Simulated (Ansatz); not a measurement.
Rb3Pt, 4 atoms in the cell. The typed cell holds 4 atoms: a = 5.499 Å, b = 5.499 Å, c = 5.499 Å, α = 90.00°, β = 90.00°, γ = 90.00°. The cell comes from a database or a generator and needn't be the stable form of this composition. The cell isn't the ideal one: atoms moved at random, drawn with an rms of 0.05 Å.

| Property | Result |
| --- | --- |
| Program | Ansatz 0.2.0 |
| Task | single point |
| Functional | PBE |
| Potentials or basis | Ansatz PAW |
| Cutoff | 420 eV (not typed: the program's choice for these potentials) |
| k mesh | 5 × 5 × 5 |
| Occupations | fermi-dirac, width 0.05 eV |
| Spin | no spin polarisation |

Potentials or basis: Ansatz PAW.

The run is started by

```console
$ ansatz run input.yaml --threads 2 --pin off --max-ram 5120MiB --backend cpu --events-out ev --progress --plain --runs-dir out
```

Hardware: 2 threads of Intel(R) Xeon(R) Processor @ 2.50GHz (Skylake/Cascade Lake), with other jobs on the host.

**Question.** Estimate the wall time of this run.

**Answer.** Run time: 21 s on 2 threads of Intel(R) Xeon(R) Processor @ 2.50GHz (Skylake/Cascade Lake), on a shared host, peak memory 0.53 GiB. Counts: scf iterations 7, plane waves 3239, k points 63, bands 27.
